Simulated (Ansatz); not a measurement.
Task: a rigid torsion scan of C₂H₆AlBO, SMILES O[C]1([AlH2])BC1, with Ansatz 0.2.0, Python API. Give the script and its output. Use (for the species named): PBE0, def2-SVP basis, multiplicity 1.

```xyz
11

O    -1.1631   -0.4601   -1.2776
C    -0.2561   -0.1209   -0.3165
Al    0.0471   -1.4290    1.1484
B    -0.0862    1.4649    0.0256
C     0.9049    0.6091   -0.8736
H    -2.0747   -0.4668   -0.8063
H     1.6062   -1.7006    1.6422
H    -1.0819   -1.8049    2.1329
H    -0.5621    2.4640    0.5651
H     0.8667    0.8937   -1.9075
H     1.8646    0.4936   -0.3122
```

Script `run_torsion.py`:
```python
import ansatz as az
from ase import Atoms


def main() -> None:
    atoms = Atoms(['O', 'C', 'Al', 'B', 'C', 'H', 'H', 'H', 'H', 'H', 'H'], positions=[
        [-1.1631, -0.4601, -1.2776],
        [-0.2561, -0.1209, -0.3165],
        [0.0471, -1.429, 1.1484],
        [-0.0862, 1.4649, 0.0256],
        [0.9049, 0.6091, -0.8736],
        [-2.0747, -0.4668, -0.8063],
        [1.6062, -1.7006, 1.6422],
        [-1.0819, -1.8049, 2.1329],
        [-0.5621, 2.464, 0.5651],
        [0.8667, 0.8937, -1.9075],
        [1.8646, 0.4936, -0.3122],
    ])

    first = (
        az.Crystal.molecule_from_ase(atoms).calculation()
        .basis(gaussian='def2-SVP')
        .functional('pbe0')
        .relax(force_tolerance=0.02, max_steps=80)
    )
    atoms.positions = first.run().report['positions_ang']

    start = atoms.get_dihedral(2, 1, 0, 5)
    energies = {}
    for turn in range(0, 360, 40):
        turned = atoms.copy()
        turned.set_dihedral(2, 1, 0, 5, start + turn, indices=[0, 5])
        calculation = (
            az.Crystal.molecule_from_ase(turned).calculation()
            .basis(gaussian='def2-SVP')
            .correlation('mp2')
        )
        energies[round((start + turn) % 360)] = calculation.run().report['free_energy_ev']
    floor = min(energies.values())
    print('dihedral Al2-C1-O0-H5 (deg)   E - E(min) (kJ/mol)')
    for angle, e in sorted(energies.items()):
        print(f'{angle:8d} {96.485332 * (e - floor):14.3f}  ' + '#' * int(30 * (e - floor) / max(max(energies.values()) - floor, 1e-9)))


if __name__ == '__main__':
    main()
```

Output of `python run_torsion.py`:
```text
dihedral Al2-C1-O0-H5 (deg)   E - E(min) (kJ/mol)
       6         27.255  ##############################
      46         22.012  ########################
      86          7.505  ########
     126          0.000
     166          6.609  #######
     206         18.840  ####################
     246         20.944  #######################
     286         13.350  ##############
     326         18.128  ###################
```

The scan is rigid and the energies are electronic, in a modest basis. With rigid groups the curve can differ much from the relaxed path, the start wasn't checked as a minimum of this torsion, and equivalent turns needn't return to the same energy. The start is relaxed with a density functional and scanned with the wavefunction method, so it isn't exactly that method's minimum. Timing: 2 min on 1 thread of Arm Neoverse V1, with other jobs on the host, peak memory 0.29 GiB.
